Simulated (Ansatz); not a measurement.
Crystal: GaGe3.

```xyz
4
Lattice="0.0000 3.3872 3.3872 3.3872 0.0000 3.3872 3.3872 3.3872 0.0000" Properties=species:S:1:pos:R:3 pbc="T T T"
Ge    3.3872    3.3872    3.3872
Ge    5.0808    5.0808    5.0808
Ge    1.6936    1.6936    1.6936
Ga    0.0000    0.0000    0.0000
```

The cell comes from a database or a generator and needn't be the stable form of this composition.

Program: Ansatz 0.2.0. Alike in all runs: task band structure; potentials or basis Ansatz PAW; no spin polarisation; cell as given; k mesh 7 × 7 × 7; cutoff (eV) 420; smearing fermi-dirac 0.05 eV.

Problem. Order these runs on this cell by their pressure, lowest first.
A. level PBEsol
B. level LDA
C. level PBE

Solution. B (-5.5 GPa), A (-3.9 GPa), C (-0.5 GPa).

Caveats: the PAW data sets come from PBE, with cores solved anew for the run's functional, which leaves a small shift of forces and pressure (some runs).

Not every run made on this cell is shown here.
